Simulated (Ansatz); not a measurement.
The system is Hf2Pd2Se2Br2O3.

```
CELL_PARAMETERS angstrom
5.75899 0.00000 0.00000
-2.87949 4.98743 0.00000
0.00000 0.00000 8.52547
ATOMIC_POSITIONS crystal
Hf 0.33333 0.66667 0.54201
Hf 0.66667 0.33333 0.54201
Pd 0.33333 0.66667 0.12880
Pd 0.66667 0.33333 0.12880
Se 0.33333 0.66667 0.85572
Se 0.66667 0.33333 0.85572
Br 0.00000 0.00000 0.13895
Br 0.00000 0.00000 0.65384
O 0.50000 0.00000 0.42963
O 0.00000 0.50000 0.42963
O 0.50000 0.50000 0.42963
```

The cell was built by a generator and needn't be a form met in nature.

Base run:

* Program: Ansatz 0.2.0
* Functional: revPBE
* Potentials or basis: Ansatz PAW
* Cutoff: 420 eV (not typed: the program's choice for these potentials)
* k mesh: 6 × 6 × 3
* Occupations: fermi-dirac, width 0.05 eV
* Spin: no spin polarisation

Its results: band gap on the k mesh none (metal or under the smearing width); pressure 1.8 GPa; largest force 0.112 eV/Å.

Task: The run is repeated on the same cell with these changes: functional from revPBE to PBE. What comes out?

Result: Band gap on the k mesh none (metal or under the smearing width); pressure -0.1 GPa; largest force 0.079 eV/Å.

PBE binds more tightly than revPBE, so the same cell stands under less pressure.

Caveats: spin-orbit coupling is left out, which moves the levels of the heavy elements (some runs); the PAW data sets come from PBE, with cores solved anew for the run's functional, which leaves a small shift of forces and pressure (some runs).
